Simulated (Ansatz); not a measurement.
# GaH5N2O: small, medium and large basis sets

One table from this session's results is given with a row withheld; the runs are named, their logs left out.

The runs use Ansatz 0.2.0, Gaussian basis; one geometry, several basis sets.

The runs, in order: PBE0-D4/def2-SVP; ωB97M-V/def2-SVP; PBE0-D4/def2-QZVPP; ωB97M-V/def2-QZVPP; the functionals' def2-TZVPP values are taken from earlier runs.

### The geometry

An earlier PBE0-D4 in a triple-zeta def2 set relaxation fixed the geometry.

SMILES `[NH2][Ga]([NH2])[OH]`, 9 atoms, charge 0, spin multiplicity 1.

Atoms are counted from 1 here; the program's logs count them from 0.

Bond lengths: N1–Ga2 1.814 Å, N1–H5 1.007 Å, N1–H6 1.006 Å, Ga2–N3 1.821 Å, Ga2–O4 1.788 Å, N3–H7 1.006 Å, N3–H8 1.007 Å, O4–H9 0.958 Å. Angles: Ga2–N1–H5 118.9°, Ga2–N1–H6 121.1°, H5–N1–H6 111.0°, N1–Ga2–N3 123.6°, N1–Ga2–O4 115.3°, N3–Ga2–O4 121.0°, Ga2–N3–H7 120.7°, Ga2–N3–H8 120.4°, H7–N3–H8 110.6°, Ga2–O4–H9 114.4°.

The first run:

The input, in.yaml:

```yaml
crystal:
  periodic: [false, false, false]
  atoms:
    - {symbol: N, position_ang: [0.039745, 1.555321, -0.880885]}
    - {symbol: Ga, position_ang: [0.239400, 0.005564, 0.039909]}
    - {symbol: N, position_ang: [-1.139454, -1.113283, 0.441867]}
    - {symbol: O, position_ang: [1.911729, -0.372254, 0.548953]}
    - {symbol: H, position_ang: [0.781798, 2.235273, -0.855350]}
    - {symbol: H, position_ang: [-0.857858, 2.003099, -0.957039]}
    - {symbol: H, position_ang: [-0.965004, -2.069477, 0.703013]}
    - {symbol: H, position_ang: [-2.017480, -1.034175, -0.044237]}
    - {symbol: H, position_ang: [2.007124, -1.210078, 1.003768]}
basis:
  gaussian: {orbitals: def2-SVP}
hamiltonian: {xc: pbe0, dispersion: d4}
output: {orbitals: {seedname: orbitals}}
```

Command:

```bash
> ansatz run in.yaml --threads 4 --pin off --events-out ev --progress --plain --max-ram 10444MiB
```

Steps of the session up to this table: PBE0-D4 in def2-SVP; ωB97M-V in def2-SVP; PBE0-D4 in def2-QZVPP; ωB97M-V in def2-QZVPP.

One table of the session follows, with a row left open; its other results are not shown here.

It belongs to the step «Functionals by basis». 

```
functional       basis  HOMO (eV)  LUMO (eV)
   PBE0-D4    def2-SVP      -6.75       0.26
   PBE0-D4  def2-TZVPP      -7.08      -0.12
   PBE0-D4  def2-QZVPP          ?          ?
   ωB97M-V    def2-SVP      -9.12       1.94
   ωB97M-V  def2-TZVPP      -9.47       1.46
   ωB97M-V  def2-QZVPP      -9.55       1.04
```

**Question.** Estimate the row for PBE0-D4, def2-QZVPP.

**Answer.** HOMO (eV): -7.16; LUMO (eV): -0.39. In the column «HOMO (eV)» it lies between ωB97M-V, def2-SVP (-9.12) and PBE0-D4, def2-TZVPP (-7.08).
